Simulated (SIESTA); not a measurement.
## Ta3AsAu2O13 under changes of volume

One of the cells (14.545 Å³/atom); the others are scaled copies at fixed shape and fractional positions:

```
CELL_PARAMETERS angstrom
6.84571 -1.93436 -0.02638
6.84571 1.93436 -0.02638
-1.73366 0.00000 10.44158
ATOMIC_POSITIONS crystal
Ta 0.29832 0.29832 0.63042
Ta 0.35838 0.35838 0.00386
Ta 0.64153 0.64153 0.99841
As 0.70210 0.70210 0.36249
Au 0.60176 0.60176 0.63181
Au 0.39989 0.39989 0.36577
O 0.34257 0.34257 0.80557
O 0.41638 0.41638 0.55635
O 0.78159 0.78159 0.59389
O 0.65958 0.65958 0.20071
O 0.59095 0.59095 0.43486
O 0.21897 0.21897 0.41156
O 0.61546 0.61546 0.82214
O 0.14400 0.14400 0.64097
O 0.38300 0.38300 0.17947
O 0.84498 0.84498 0.35825
O 0.50050 0.50050 0.00258
O 0.81269 0.81269 0.99232
O 0.18737 0.18737 0.00856
```

The cell was built by a generator and needn't be a form met in nature.

* Program: SIESTA 5.4.2
* Functional: PBE
* Potentials or basis: PseudoDojo 0.4 standard (PBE files)
* Basis: DZP (energy shift 0.003 Ry; two zetas on semicore shells)
* Grid cutoff: 800 Ry
* Energy shift: 0.003 Ry
* k mesh: 7 × 7 × 3
* Occupations: fermi-dirac, width 0.05 eV
* Spin: no spin polarisation

| volume (Å³/atom) | energy over the lowest point (meV/atom) | pressure (GPa) | largest force (eV/Å) |
| --- | --- | --- | --- |
| 13.404 | 59.02 | 17.4 | 1.408 |
| 13.690 | 32.64 | 12.4 | 1.077 |
| 13.975 | ? | ? | ? |
| 14.545 | 0.00 | 0.5 | 0.606 |
| 14.830 | 2.04 | -2.7 | 0.496 |
| 15.116 | 9.44 | -5.5 | 0.723 |

Task: What does the run at 13.975 Å³/atom give?

Result: Energy over the lowest point 14.58 meV/atom; pressure 8.0 GPa; largest force 0.885 eV/Å.

Worked out: A Birch-Murnaghan fit of order 3 (a polynomial in V^(-2/3)) to the other rows has its minimum at 14.59 Å³/atom with B0 = V·E''(V) = 169 GPa and B' = 4.4 at fixed shape and positions, which overstates the stiffness. It gives 14.61 meV/atom at 13.975 Å³/atom, against the run's 14.58, and -dE/dV = 8.0 GPa, against 8.0.

Energies are extrapolated to zero smearing.

Caveats: short orbitals over semicore shells can move pressures by several GPa; the basis of atomic orbitals isn't converged, which shifts pressures, moduli and gaps; forces of over 1 eV/Å show positions far from the minimum, so gaps and moduli don't describe the material at rest (some runs).
